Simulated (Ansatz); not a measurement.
TiOs, space group Pm-3m: a convergence test of the plane-wave cutoff, run with the Python package of Ansatz (0.2.0).

`tios.vasp`
```text
TiOs
1.0
   3.08000000    0.00000000    0.00000000
   0.00000000    3.08000000    0.00000000
   0.00000000    0.00000000    3.08000000
Ti Os
1 1
Direct
   0.50000000    0.50000000    0.50000000
   0.00000000    0.00000000    0.00000000
```

`ecut.py`:
```python
"""Convergence of TiOs with the plane-wave cutoff."""

import ansatz
from ase.io import read


def main() -> None:
    atoms = read("tios.vasp", format="vasp")
    crystal = ansatz.Crystal.from_ase(atoms)

    setup = (
        crystal.calculation()
        .functional("r2scan")
        .kpoints(length=24)
        .occupations(ansatz.OccupationsMethod.FERMI_DIRAC, width=0.1)
        .stress()
    )

    rows = []
    for value in [250, 350, 450, 550, 650, 750]:
        summary = setup.basis(value).run().report
        rows.append((value, summary["free_energy_ev"] / len(summary["lattice"]["sites"]), summary["n_iterations"], sum(summary["stress_gpa"][i][i] for i in range(3)) / 3, summary["n_pw"]))

    print(" cutoff (eV)   F/atom (eV)    iterations       P (GPa)   plane waves")
    for row in rows:
        print(f"{str(row[0]):>12s}  {row[1]:12.5f}  {row[2]:12d}  {row[3]:12.3f}  {row[4]:12d}")

    # the last row is the reference
    for row in rows[:-1]:
        shift = 1000 * (row[1] - rows[-1][1])
        print(f"{row[0]}: {shift:+.2f} meV/atom" + ("  (within 2 meV)" if abs(shift) < 2 else ""))


if __name__ == "__main__":
    main()
```

How fast does the energy converge with the cutoff (threshold 2 meV an atom)?

From 650 eV on it stays within 2 meV an atom of the value at 750 eV; the first row (250 eV) is off by 1081.2 meV and the last but one by 0.76 meV. The energy falls steadily, as expected when plane waves are added. The pressure moves from 1.27 to 0.05 GPa (the program's stress holds a Pulay correction, so it settles early).

What the script printed:

```console
$ python ecut.py
DeckWarning: basis.ecutwfc = 250 eV is below the records' recommended 500 eV, and the density's cutoff is lower with it unless basis.ecutrho_ratio is high enough to keep the records' density cutoff: compare with a run at a higher cutoff
DeckWarning: basis.ecutwfc = 350 eV is below the records' recommended 500 eV, and the density's cutoff is lower with it unless basis.ecutrho_ratio is high enough to keep the records' density cutoff: compare with a run at a higher cutoff
DeckWarning: basis.ecutwfc = 450 eV is below the records' recommended 500 eV, and the density's cutoff is lower with it unless basis.ecutrho_ratio is high enough to keep the records' density cutoff: compare with a run at a higher cutoff
 cutoff (eV)   F/atom (eV)    iterations       P (GPa)   plane waves
         250   -6950.73999             7         1.267           251
         350   -6951.80455             8        -0.062           461
         450   -6951.81644             9         0.026           619
         550   -6951.81913             9         0.047           847
         650   -6951.82039             8         0.064          1045
         750   -6951.82116             9         0.046          1357
250: +1081.17 meV/atom
350: +16.60 meV/atom
450: +4.71 meV/atom
550: +2.02 meV/atom
650: +0.76 meV/atom  (within 2 meV)
```
(Warnings from the package without file and line.)

Notes:
- For a metal this k-point mesh is coarse: on a finer one energies can move by several to tens of meV an atom and pressures by half a GPa or more, differences at one mesh by less.
- Pressure is positive in compression.
- Spin-orbit coupling, which matters for elements this heavy, is left out.
- The structure is a deposited one; some such entries were measured under pressure or heat, so a shift against it needn't be the functional's error alone.
- Shifts are counted from the last row, which is itself no proven limit.
- It ran for 16 s on 1 thread of Arm Neoverse V2, on a shared host, peak memory 0.6 GiB.

(Lines on the test bed's own set-up are left out of the output.)
